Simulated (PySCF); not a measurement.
**TaNCl₂: relaxation and vibrations of the singlet**

The task is one start of a wider search on TaNCl₂: the singlet, from a B3LYP minimum start. It is relaxed, tested by its Hessian and followed downhill if it is a saddle.

Method: B3LYP, basis Ta def2-SVP with ECP60, N def2-SVP, Cl def2-SVP, scalar-relativistic core potentials, no spin–orbit coupling, density fitting; program: PySCF 2.14.0.

## Step 1: The starting structure

4 atoms, charge 0, spin multiplicity 1.

Bond lengths: Ta1–N2 1.692 Å, Ta1–Cl3 2.333 Å, Ta1–Cl4 2.333 Å. Angles: N2–Ta1–Cl3 106.3°, N2–Ta1–Cl4 106.3°, Cl3–Ta1–Cl4 113.7°.

Coordinates in bohr (charge 0 multiplicity 1):
```
Ta   -0.1961   -0.3396    0.4124
N    -1.6132   -2.7941   -1.0667
Cl    4.0276   -0.4074   -0.8505
Cl   -2.3665    3.2843   -0.8505
```

## Step 2: The SCF at the typed geometry

One driver script runs all steps and calls PySCF; scf.py shows how it sets up the SCF of each step. The optimiser is the driver's own. After this first run the driver tries any further starts and a stability analysis.

scf.py reads:

```python
from pyscf import gto, scf, dft
mol = gto.M(atom='''
Ta    -0.103769    -0.179727     0.218218
N     -0.853678    -1.478568    -0.564447
Cl     2.131307    -0.215593    -0.450040
Cl    -1.252315     1.738003    -0.450040''',
    basis={'Ta': 'def2-SVP', 'N': 'def2-SVP', 'Cl': 'def2-SVP'},
    ecp={'Ta': 'def2-SVP'},
    charge=0, spin=0)
mf = dft.RKS(mol, xc='B3LYP')
mf.grids.atom_grid = (50, 194)
aux = {'Ta': 'def2-universal-JKFIT', 'N': 'def2-universal-JKFIT', 'Cl': 'def2-universal-JKFIT'}
mf = mf.density_fit(auxbasis=aux)
mf.conv_tol = 1e-08
mf.diis_space = 10
mf.max_cycle = 60
mf.init_guess = 'minao'
mf.verbose = 4
mf.kernel()
```

Launch:

```bash
$ OMP_NUM_THREADS=2 python axn.py task.json out
```

Log:

```text
init E= -1019.20689743226
  HOMO = -0.522099288522239  LUMO = -0.441813319024038  gap/eV = 2.18469
cycle= 1 E= -1031.59161923386  delta_E= -12.4  |g|= 1.14  |ddm|= 7.94
  HOMO = -0.0619825738629811  LUMO = -0.0112825813769333  gap/eV = 1.37962
cycle= 2 E= -1031.18129188319  delta_E= 0.41  |g|= 1.55  |ddm|= 3.21
  HOMO = -0.256466659495011  LUMO = -0.159528795494112  gap/eV = 2.63781
cycle= 3 E= -1031.93814394248  delta_E= -0.757  |g|= 0.284  |ddm|= 2.23
  HOMO = -0.301848637850727  LUMO = -0.154552578486869  gap/eV = 4.00813
cycle= 4 E= -1031.89322250745  delta_E= 0.0449  |g|= 0.531  |ddm|= 0.56
  HOMO = -0.279387307394341  LUMO = -0.159844967501574  gap/eV = 3.25291
cycle= 5 E= -1031.95600086118  delta_E= -0.0628  |g|= 0.0438  |ddm|= 0.39
  HOMO = -0.278486054207521  LUMO = -0.157812281489452  gap/eV = 3.28370
cycle= 6 E= -1031.95644699666  delta_E= -0.000446  |g|= 0.0108  |ddm|= 0.063
  HOMO = -0.277714932757451  LUMO = -0.156981098483713  gap/eV = 3.28533
cycle= 7 E= -1031.95648905307  delta_E= -4.21e-05  |g|= 0.0023  |ddm|= 0.0175
  HOMO = -0.27782921049824  LUMO = -0.157056324263783  gap/eV = 3.28640
cycle= 8 E= -1031.95649075766  delta_E= -1.7e-06  |g|= 0.000945  |ddm|= 0.00384
  HOMO = -0.277897773630038  LUMO = -0.157043993203298  gap/eV = 3.28860
cycle= 9 E= -1031.95649115272  delta_E= -3.95e-07  |g|= 0.000181  |ddm|= 0.00222
  HOMO = -0.277909275907859  LUMO = -0.157046291815555  gap/eV = 3.28885
cycle= 10 E= -1031.95649119896  delta_E= -4.62e-08  |g|= 5.25e-05  |ddm|= 0.00125
  HOMO = -0.277906697582433  LUMO = -0.15704429538418  gap/eV = 3.28883
cycle= 11 E= -1031.9564912011  delta_E= -2.14e-09  |g|= 1.58e-05  |ddm|= 0.00021
  HOMO = -0.277906752726098  LUMO = -0.157041480655956  gap/eV = 3.28891
Extra cycle  E= -1031.95649120078  delta_E= 3.27e-10  |g|= 4.51e-05  |ddm|= 5.88e-05
converged SCF energy = -1031.95649120078
```

This step, with its further starts and checks, took 5.2 s on 2 threads of Arm Neoverse N1, shared host.

No lower closed-shell solution turned up in the test of internal stability.

## Step 3: Relaxation: B3LYP minimum start, singlet

The program finds Cs symmetry in the start, which this walk keeps. The walk stops when the largest gradient is under 0.0003 Eh/bohr and the energy has settled too.

scf.py, as its differences from that of step 2:

```diff
@@ -3,4 +3,4 @@
-Ta    -0.103769    -0.179727     0.218218
-N     -0.853678    -1.478568    -0.564447
-Cl     2.131307    -0.215593    -0.450040
-Cl    -1.252315     1.738003    -0.450040''',
+Ta    -0.103793    -0.179769     0.217813
+N     -0.853703    -1.478610    -0.564852
+Cl     2.131282    -0.215635    -0.450445
+Cl    -1.252340     1.737961    -0.450445''',
@@ -17 +16,0 @@
-mf.init_guess = 'minao'
```

The optimiser's trace:

| step | energy (Eh) | change (kJ/mol) | largest symmetric gradient (Eh/bohr) |
| --- | --- | --- | --- |
| 0 | -1031.956491 | 0.00 | 0.00022 |

The walk took 2.8 s.

End point (Cs, 0 steps, 0.0 kJ/mol gained): Ta–Cl 2.333 Å (×2), Ta–N 1.692 Å; Cl–Ta–Cl 113.7°, Cl–Ta–N 106.3° (×2).

## Step 4: Hessian and properties

On the finer grid the gradient is checked again; gradients at displacements of ±0.02 bohr then give force constants and infrared intensities.

scf.py, as its differences from that of step 3:

```diff
@@ -3,4 +3,4 @@
-Ta    -0.103793    -0.179769     0.217813
-N     -0.853703    -1.478610    -0.564852
-Cl     2.131282    -0.215635    -0.450445
-Cl    -1.252340     1.737961    -0.450445''',
+Ta    -0.103769    -0.179727     0.217945
+N     -0.853579    -1.478396    -0.564910
+Cl     2.131249    -0.215787    -0.450482
+Cl    -1.252454     1.737856    -0.450483''',
@@ -11 +11 @@
-mf.grids.atom_grid = (50, 194)
+mf.grids.atom_grid = (75, 302)
@@ -14 +14 @@
-mf.conv_tol = 1e-08
+mf.conv_tol = 1e-10
```

This SCF starts from the last density.

Log of the central SCF (cycles and frontier levels):

```text
init E= -1031.95640618133
  HOMO = -0.277921945250687  LUMO = -0.157033820789504  gap/eV = 3.28953
cycle= 1 E= -1031.95640618133  delta_E= 2.73e-12  |g|= 1.34e-06  |ddm|= 1.38e-06
  HOMO = -0.277922318501116  LUMO = -0.157033774309734  gap/eV = 3.28954
Extra cycle  E= -1031.95640618133  delta_E= 4.09e-12  |g|= 5.24e-06  |ddm|= 4.48e-06
converged SCF energy = -1031.95640618133
```

The whole step took 59 s.

Geometry: Cs; Ta–Cl 2.333 Å (×2), Ta–N 1.692 Å; Cl–Ta–Cl 113.7°, Cl–Ta–N 106.3° (×2).

Harmonic modes (main isotopes):

```csv
symmetry,ω (cm⁻¹),IR (km/mol),type
a',86,8.2,bend
a',176,18.9,bend
a'',243,3.8,bend
a',380,24.1,stretch
a'',392,73.1,stretch
a',1083,70.7,stretch
```

Every mode is real; the point is a minimum.

Properties at this point:

```yaml
Dipole_moment: 4.93 D
Highest_occupied_level: -7.56 eV
Lowest_empty_level: -4.27 eV
Rotational_constants: 0.1298, 0.05853, 0.04487 cm⁻¹
Zero-point_energy: 14.1 kJ/mol
Principal_polarisabilities: 40.9, 63.9, 69.7 bohr³
Atomisation_energy_without_zero-point_energy: 1440 kJ/mol
Principal_traceless_quadrupole_moments_about_the_centre_of_mass: -8.95, -3.04, 11.99 D Å
Entropy_at_298.15_K_and_1_bar: 337.2 J/(mol K)
Heat_capacity_Cp_at_298.15_K: 70.5 J/(mol K)
Enthalpy_at_298.15_K_above_0_K: 16.56 kJ/mol
Rotational_symmetry_number: 1
```

Populations by atom (charges in e):

```json
{"atom": "Ta1", "Mulliken": "0.69", "Löwdin": "-0.18", "polar tensor": "1.61", "Mayer order to Ta1": "–"}
{"atom": "N2", "Mulliken": "-0.23", "Löwdin": "-0.08", "polar tensor": "-0.63", "Mayer order to Ta1": "2.99"}
{"atom": "Cl3,4", "Mulliken": "-0.23", "Löwdin": "0.13", "polar tensor": "-0.49", "Mayer order to Ta1": "1.23"}
```

Outer orbital energies (eV). occupied: -10.54, -9.85, -9.78, -9.58, -9.22, -8.29, -7.59, -7.56; empty: -4.27, -3.03, -1.94, -0.31.

Mulliken populations on Ta1 (outside its core potential): s 2.42, p 6.34, d 3.45, f 0.10.

## Step 5: Would spin polarisation lower it?

At the lowest minimum the closed shell is tested against spin polarisation, on the (50, 194) grid. It is stable.

## Step 6: What came out

```
                                 quantity                                                                   value
                                  minimum                                                             singlet, Cs
                                 geometry  Ta–Cl 2.333 Å (×2), Ta–N 1.692 Å; Cl–Ta–Cl 113.7°, Cl–Ta–N 106.3° (×2)
                       wavenumbers (cm⁻¹)            86 (a'), 176 (a'), 243 (a''), 380 (a'), 392 (a''), 1083 (a')
                            dipole moment                                                                  4.93 D
     highest occupied, lowest empty level                                                         -7.56, -4.27 eV
               polar-tensor charge of Ta1                                                                 +1.61 e
                        zero-point energy                                                             14.1 kJ/mol
                      entropy at 298.15 K                                                         337.2 J/(mol K)
atomisation energy (no zero-point energy)                                                             1440 kJ/mol
```

The B3LYP minimum start keeps its Cs symmetry and ends in a minimum. In the infrared the band at 392 cm⁻¹ (a'', stretch) leads. Only this shape and spin were tried, so other structures or states may lie lower. With an element this heavy the missing spin–orbit coupling can shift these numbers.

The search up to here took 71 s on 2 threads of Arm Neoverse N1, shared host.
